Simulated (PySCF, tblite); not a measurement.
# C₃H₈OSSi: geometry, infrared bands and NMR shifts

What infrared bands and NMR shifts should C₃H₈OSSi (`CS/C=C/O[SiH3]`) show?

The runs use tblite 0.8.0 and PySCF 2.14.0, with density-fitted response routines of our own; the level of theory stands in each step. All values are computed, except where a source is named. Atoms count from 0, in the outputs and in this text.

### Step 1. The starting structure

14 atoms, charge 0, multiplicity 1; geometry from: force field or distance geometry start.

Bonds of the start (Å): C0–S1 1.79, S1–C2 1.80, C2–C3 1.31, C3–O4 1.41, O4–Si5 1.74, C0–H6 1.10, C0–H7 1.12, C0–H8 1.12, C2–H9 1.08, C3–H10 1.09, Si5–H11 1.48, Si5–H12 1.46, Si5–H13 1.46.

### Step 2. Geometry optimisation with GFN2-xTB

What the job is given:

```
{"job": {"kind": "relax", "xc": "GFN2-xTB", "basis": "xTB"}, "charge": 0, "multiplicity": 1}
C     -2.947100     0.132400    -0.436300
S     -1.684200     0.967000    -1.390900
C     -0.123300     1.155000    -0.508000
C      0.194800     0.447900     0.544400
O      1.448300     0.708400     1.137100
Si     2.907500     0.047800     0.466600
H     -2.605600    -0.770900     0.090900
H     -3.734500    -0.214500    -1.160700
H     -3.507000     0.808800     0.254200
H      0.559900     1.909300    -0.883600
H     -0.472100    -0.314600     0.952200
H      3.530200    -0.798900     1.509900
H      2.550600    -0.843000    -0.639200
H      3.881800     1.044900     0.041200
```

Command:

```sh
> OMP_NUM_THREADS=1 python probes_run.py task.json out
```

The driver reads the jobs from task.json and runs them one after another.

**Question.** This job is followed by: GFN2-xTB harmonic vibrations, gas phase; GIAO PBE0/pcSseg-1 NMR shielding, non-relativistic, gas phase. Predict these results of the whole session: strongest single infrared mode (GFN2-xTB); zero-point energy (GFN2-xTB); 13C shifts against TMS (PBE0/pcSseg-1); 1H shifts against TMS (PBE0/pcSseg-1, means over atoms taken as alike); 33S shifts against CS2 (PBE0/pcSseg-1); 17O shifts against H2O (PBE0/pcSseg-1); 29Si shifts against TMS (PBE0/pcSseg-1).

As calculated:

| quantity | value |
| --- | --- |
| strongest single infrared mode (GFN2-xTB) | 2235 cm⁻¹, 394 km/mol |
| zero-point energy (GFN2-xTB) | 61.5 kcal/mol |
| 13C shifts against TMS (PBE0/pcSseg-1) | 142.2, 110.3, 17.5 ppm |
| 1H shifts against TMS (PBE0/pcSseg-1, means over atoms taken as alike) | 5.87, 5.17, 4.94, 2.14 ppm |
| 33S shifts against CS2 (PBE0/pcSseg-1) | -36 ppm |
| 17O shifts against H2O (PBE0/pcSseg-1) | 86.1 ppm |
| 29Si shifts against TMS (PBE0/pcSseg-1) | -44.4 ppm |

**Reading.** The optimisation took 100 steps and gained 0.747 eV; among the close pairs (by a distance rule), O4–Si5 changed most, from 1.736 to 1.628 Å. All 36 modes are real, so the xTB geometry is a minimum. The strongest single mode, at 2235 cm⁻¹, moves mainly H13 and H12. Unscaled tight-binding wavenumbers are off by several per cent, some by more. Its intensities can rank the bands wrongly. The most deshielded carbon is C3 (alkene carbon bearing oxygen), at 142.2 ppm: an sp2 carbon further deshielded by the attached heteroatom. H10 (hydrogen on an alkene carbon bearing oxygen) lies farthest downfield among hydrogen, at 5.87 ppm; a vinylic proton, deshielded by the sp2 carbon and the C=C anisotropy. At PBE0/pcSseg-1: The widest tensor belongs to S1: span 291 ppm, with a paramagnetic part of -516 ppm.
